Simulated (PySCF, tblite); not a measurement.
# C₂H₁₀FNSi₂, a small molecule taken as a stand-in for a surface group (C site with back bonds [SiH3], N[SiH3], C): NMR shifts, core binding energies and electronic excitations

What NMR shifts, core binding energies and electronic excitations should one expect for `CC(F)([SiH3])N[SiH3]`?

Programs: tblite 0.8.0 and PySCF 2.14.0. All values are calculated, for the isolated system unless a continuum is named. Atoms count from 0, parts from 1.

### Step 1. The system as given

16 atoms, charge 0, multiplicity 1; geometry: distance geometry start.

### Step 2. Geometry optimisation with GFN2-xTB

The job: settings as JSON, then the geometry in Å.

```
{"job": {"kind": "relax", "xc": "GFN2-xTB", "basis": "xTB"}, "charge": 0, "multiplicity": 1}
C     -0.488650    -1.480242    -0.798623
Si     0.359353    -0.373066    -2.000787
N     -0.383320    -0.946786     0.509993
Si    -1.387023     0.536783     0.942187
C      0.123498    -2.786223    -0.838191
F     -1.752460    -1.606045    -1.148696
H      0.310706     0.962392    -1.565481
H     -0.271754    -0.495207    -3.285997
H      1.707204    -0.803820    -2.133664
H      0.529445    -1.001182     0.955038
H     -2.744125     0.164078     1.090764
H     -1.248975     1.510653    -0.063061
H     -0.889130     1.061072     2.174518
H      1.077522    -2.721950    -0.466113
H     -0.421416    -3.434069    -0.233531
H      0.114890    -3.166233    -1.801848
```

Level: GFN2-xTB geometry optimisation, gas phase.

Started as:

```console
OMP_NUM_THREADS=1 python cluster_run.py task.json out
```

This one command runs all jobs of the session in turn.

**Question.** The jobs that follow are: PBE0-D3(BJ)/def2-SVP geometry optimisation, gas phase; GIAO PBE0/pcSseg-1 NMR shielding, non-relativistic, gas phase; delta-SCF UKS SCAN, pcX-2 on the ionised atom, pcseg-1 elsewhere, spin-free X2C; TDDFT CAM-B3LYP/def2-SVPD, vertical, gas phase, core orbitals frozen in the response. Predict: point group; rotational constants (main isotopes); 13C shifts against TMS (PBE0/pcSseg-1); 1H shifts against TMS (PBE0/pcSseg-1); 29Si shifts against TMS (PBE0/pcSseg-1); 15N shifts against NH3 (PBE0/pcSseg-1); 19F shifts against CFCl3 (PBE0/pcSseg-1); potential on the surface of density 0.002 e/bohr³, 1st and 99th percentile; C1s binding energies, SCAN/pcX-2; Si2p binding energies, SCAN/pcX-2 (standing for 1 of 2 atoms); N1s binding energies, SCAN/pcX-2; F1s binding energies, SCAN/pcX-2; lowest singlet (CAM-B3LYP/def2-SVPD); brightest single state of those computed; lowest triplet; vertical ionisation energy (ΔSCF).

**Answer**, as computed:

```
                                                                  quantity                                                           value
                                                               point group                                                              C1
                                      rotational constants (main isotopes)                                            2.82, 1.62, 1.33 GHz
                                    13C shifts against TMS (PBE0/pcSseg-1)                                                  98.5, 31.8 ppm
                                     1H shifts against TMS (PBE0/pcSseg-1)  4.86, 4.81, 4.49, 4.45, 4.02, 3.92, 1.73, 1.43, 1.41, 1.26 ppm
                                   29Si shifts against TMS (PBE0/pcSseg-1)                                                -56.2, -61.9 ppm
                                    15N shifts against NH3 (PBE0/pcSseg-1)                                                        61.5 ppm
                                  19F shifts against CFCl3 (PBE0/pcSseg-1)                                                      -119.2 ppm
potential on the surface of density 0.002 e/bohr³, 1st and 99th percentile                                              -1.15 V and 1.52 V
                                          C1s binding energies, SCAN/pcX-2                                         C0 293.08, C4 290.95 eV
             Si2p binding energies, SCAN/pcX-2 (standing for 1 of 2 atoms)                                                   Si1 106.97 eV
                                          N1s binding energies, SCAN/pcX-2                                                    N2 404.83 eV
                                          F1s binding energies, SCAN/pcX-2                                                    F5 691.29 eV
                                      lowest singlet (CAM-B3LYP/def2-SVPD)                                     6.67 eV (186 nm), f = 0.008
                                  brightest single state of those computed                                     state 3, 7.65 eV, f = 0.030
                                                            lowest triplet                                                         6.35 eV
                                         vertical ionisation energy (ΔSCF)                                                         9.74 eV
```

In words: The start of the PBE0/def2-SVP relaxation was shaken at random by about 0.01 Å, so part of the energy gained, and of the first lengths quoted, undoes that. Relaxing lowered the energy by 0.194 eV in 9 steps; the close pair that moved most is Si3–H11, from 1.443 to 1.494 Å (PBE0/def2-SVP). No frequency check was run at this level, so the end point may be a saddle. Hydrogens of an XH3 group are listed apart at this fixed geometry; free rotation makes them one line at their mean. At PBE0/pcSseg-1: The largest span, 162 ppm, is at F5, where the paramagnetic term is -182 ppm. At SCAN/pcX-2: C0 (carbon bonded to C, F, N, Si) binds its C1s electron 2.13 eV more tightly than C4 (carbon bonded to C, 3 H). The lowest singlet, at 6.67 eV, is HOMO→LUMO 0.78, HOMO→LUMO+1 0.11 and is weak; of the 6 states computed, the strongest absorption comes from state 3 at 7.65 eV. The lowest triplet lies 0.32 eV below the lowest singlet (triplets in Tamm-Dancoff, singlets in full TDDFT). The orbital energy would give 9.07 eV for ionisation, ΔSCF gives 9.74 eV. A capped cluster stands for the solid here, so long-range fields and strain are missing, and bands or shifts of the capping hydrogens have no counterpart in it.
